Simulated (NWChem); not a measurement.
**NCO (nco radical) at UPBE/6-31+G(d) (spherical functions)**

Aim: the electronic atomisation energy of NCO (nco radical) at UPBE/6-31+G* (spherical functions), from 4 runs. 

The calculation is run with NWChem 7.3.0.

## Step 1: The molecule

NCO: 3 atoms, total charge 0, spin state doublet. SMILES: `[N]=C=O`. The shape is that of a PBE0-D4/def2-TZVP optimisation.

Bond lengths: N1–C2 1.222 Å, C2–O3 1.171 Å. Angles: N1–C2–O3 180.0°.

## Step 2: A single-point energy at UPBE/6-31+G(d) (spherical functions) (run 1)

cno.nw reads:

```
start cno
title "CNO"
memory total 2200 mb

geometry units atomic noautosym nocenter noautoz
  N      1.82963283     0.79954312     1.09452937
  C     -0.02607822    -0.01133836    -0.01568473
  O     -1.80355461    -0.78820477    -1.07903362
end

basis spherical bse
  N library 6-31+G*
  C library 6-31+G*
  O library 6-31+G*
end

dft
  xc xpbe96 cpbe96
  mult 2
  grid fine
  convergence energy 1e-08
  maxiter 100
  mulliken
  print low
end

task dft energy
```

On the command line:

```
$ nwchem cno.nw > cno.out
```

The program printed:

```text
[...]
 d= 0,ls=0.0,diis     1   -167.7393739692 -2.20D+02  1.31D-02  1.87D-01     0.4
[...]
 d= 0,ls=0.5,diis    24   -167.8280289243 -6.32D-09  1.23D-07  7.10D-09     6.7
[...]
         Total DFT energy =     -167.828028927854
      One electron energy =     -331.013273481471
           Coulomb energy =      131.518922602647
    Exchange-Corr. energy =      -20.602558586452
 Nuclear repulsion energy =       52.268880537422
[...]
      Total Density - Mulliken Population Analysis
     ---------------------------------------------
    Atom       Charge   Shell Charges
 -----------   ------   -------------------------------------------------------
    1 N    7     7.22   2.00  0.87  2.20  1.06  1.01  0.02  0.03  0.03
    2 C    6     5.51   2.00  0.71  2.02  0.25  0.34  0.05  0.05  0.10
    3 O    8     8.27   2.00  0.94  2.84  1.00  1.37  0.06  0.04  0.03
[...]
      <S2> =      0.7552 (Exact =     0.7500)
[...]
```

Wall time 7.8 s (1 thread of Intel Xeon 6975P-C (Granite Rapids), shared host); peak memory 0.11 GiB.

## Step 3: The C atom (run 2)

a.nw reads:

```
start a
title "C"
memory 2200 mb
geometry units angstrom noautosym nocenter noautoz
 C      0.000000     0.000000     0.000000
end
basis spherical bse
 * library 6-31+G*
end
dft
 xc xpbe96 cpbe96
 mult 3
 grid fine
 convergence energy 1e-08
 maxiter 100
 mulliken
 noprint "final vectors analysis"
end
task dft energy
```

Run the same way, it converges to -37.78722 Eh (log not shown).

Run 3 isn't shown in full; the table further down has it.

## Step 4: The O atom at the same level (run 4)

sp.nw reads:

```
start sp
title "O"
memory stack 880 mb heap 220 mb global 1100 mb
geometry noautosym nocenter noautoz
   O     0.000000    0.000000    0.000000
end
basis spherical bse
   * library 6-31+G*
end
dft
   xc xpbe96 cpbe96
   mult 3
   grid fine
   convergence energy 1e-08
   maxiter 100
   mulliken
   print low
end
task dft energy
```

Run the same way, it converges to -74.98055 Eh (log not shown).

## Step 5: All runs side by side

| run | partner | energy (Eh) | ⟨S²⟩ | wall time |
| --- | --- | --- | --- | --- |
| 1 | base | -167.828029 | 0.755 | 7.8 s |
| 2 | atoms | -37.787217 | 2.002 | 0.79 s |
| 3 | atoms | -54.515271 | 3.752 | 0.77 s |
| 4 | atoms | -74.980551 | 2.003 | 0.85 s |

## Step 6: Results

Level: UPBE/6-31+G* (spherical functions).

| quantity | value |
| --- | --- |
| O atom: total energy | -74.98055 Eh |
| O atom: ⟨S²⟩ | 2.003 |
| electronic atomisation energy | 14.830 eV |

What this shows: Taking the molecule apart into free atoms costs 14.83 eV (342 kcal/mol), before zero-point energy and without spin-orbit coupling. All runs together took 10 s, the longest 7.8 s.
